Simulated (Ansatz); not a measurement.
# CH3BrSSn: the cost of one run

Program: Ansatz 0.2.0, driven from Python. Level of theory: CAM-B3LYP/def2-SVP. These are calculated values, not measurements.

**1. Starting point**

Bond lengths: C1–S2 1.784 Å, S2–Sn3 2.438 Å, Sn3–Br4 2.535 Å, C1–H5 1.069 Å, C1–H6 1.180 Å, C1–H7 1.131 Å. Angles: C1–S2–Sn3 94.0°, S2–C1–H5 113.1°, S2–C1–H6 109.3°, S2–C1–H7 111.0°, H5–C1–H6 107.7°, H5–C1–H7 110.7°, H6–C1–H7 104.7°, S2–Sn3–Br4 106.8°.

The script holds or builds the structure itself.

**2. The script**

spin_ch3brssn.py reads:

```python
import logging
import sys
import warnings

import ansatz as az

logging.basicConfig(stream=sys.stdout, format="%(name)s: %(message)s")
log = logging.getLogger("ansatz_job")
log.setLevel(logging.INFO)

BASIS = "def2-SVP"
XC = "cam_b3lyp"

GEOMETRY = """
C     0.41190    0.88250   -0.08730
S     0.79980   -0.36760   -1.29950
Sn   -1.13710   -1.74250   -0.75180
Br   -0.87860   -2.44280    1.67100
H     0.36520    0.50000    0.91030
H    -0.63890    1.35640   -0.33840
H     1.13910    1.74610   -0.15000
"""

warnings.simplefilter("ignore", az.DeckWarning)

molecule = az.Crystal.molecule()
for line in GEOMETRY.strip().splitlines():
    symbol, *xyz = line.split()
    molecule = molecule.atom(symbol, [float(v) for v in xyz])

job = molecule.calculation().basis(gaussian=BASIS).functional(XC)
found = {}
for unpaired in [0, 2]:
    summary = job.spin("collinear", total=unpaired).run().report
    s = unpaired / 2
    found[unpaired] = summary["free_energy_ev"]
    log.info(f"2S+1 = {unpaired + 1}: E = {found[unpaired]:.5f} eV, <S^2> = {abs(summary['mean_field']['state']['spin_squared']):.3f} (pure state {s * (s + 1):.2f})")
lowest = min(found, key=found.get)
for unpaired, e in found.items():
    log.info(f"multiplicity {unpaired + 1}: {23.060548 * (e - found[lowest]):.1f} kcal/mol above the lowest")
```

**3. The run**

On the command line:

```sh
$ python spin_ch3brssn.py
```

**Question.** How long does this script take on 1 thread of Arm Neoverse V1, shared host, and how much memory does it need?

About 30 s, with a peak of 0.5 GiB.
